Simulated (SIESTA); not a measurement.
Crystal: Ru3W.

```
W Ru
1.0
     5.47148    0.00000    0.00000
    -2.73574    4.73844    0.00000
     0.00000    0.00000    4.35412
W Ru
2 6
Direct
  0.66667 0.33333 0.25000
  0.33333 0.66667 0.75000
  0.83368 0.16632 0.75000
  0.33264 0.16632 0.75000
  0.83368 0.66736 0.75000
  0.16632 0.83368 0.25000
  0.66736 0.83368 0.25000
  0.16632 0.33264 0.25000
```

The cell comes from a database or a generator and needn't be the stable form of this composition.

```yaml
Program: SIESTA 5.4.2
Task: single point
Functional: PBEsol
Potentials_or_basis: PseudoDojo 0.4 standard (PBEsol files)
Basis: DZP (energy shift 0.003 Ry; two zetas on semicore shells)
Grid_cutoff: 800 Ry
Energy_shift: 0.003 Ry
k_mesh: 6 × 6 × 6
Occupations: fermi-dirac, width 0.05 eV
Spin: no spin polarisation
```

On this cell: pressure -1.5 GPa; largest force 0.015 eV/Å; band gap on the k mesh none (metal or under the smearing width).

The same run follows on a disturbed copy (atoms moved at random, drawn with an rms of 0.05 Å):

```
W Ru
1.0
     5.47148    0.00000    0.00000
    -2.73574    4.73844    0.00000
     0.00000    0.00000    4.35412
W Ru
2 6
Direct
  0.67255 0.33104 0.25538
  0.32198 0.66021 0.74817
  0.82149 0.15339 0.74651
  0.33837 0.17366 0.73859
  0.83137 0.66831 0.76015
  0.14989 0.82142 0.25129
  0.67082 0.83794 0.24207
  0.17384 0.34257 0.24960
```

Task: What changes?

Result: The energy (extrapolated to zero smearing) moves by +23.8 meV/atom; pressure -0.3 GPa; largest force 1.253 eV/Å; band gap on the k mesh none (metal or under the smearing width).

Forces in eV/Å, atoms in the order of the input:
```
W   -0.501 -0.103 -0.417
W    0.189  0.400 -0.021
Ru   0.549  0.747  0.147
Ru  -0.466 -0.554  0.696
Ru   0.119 -0.273 -0.716
Ru   0.582  1.109 -0.022
Ru  -0.512 -0.347  0.566
Ru   0.042 -0.981 -0.232
```

Stress tensor (GPa, compression positive):
```
-0.50 -0.48  0.15
-0.48 -0.03 -0.15
 0.15 -0.15 -0.42
```

Caveats: short orbitals over semicore shells can move pressures by several GPa; the basis of atomic orbitals isn't converged, which shifts pressures, moduli and gaps.
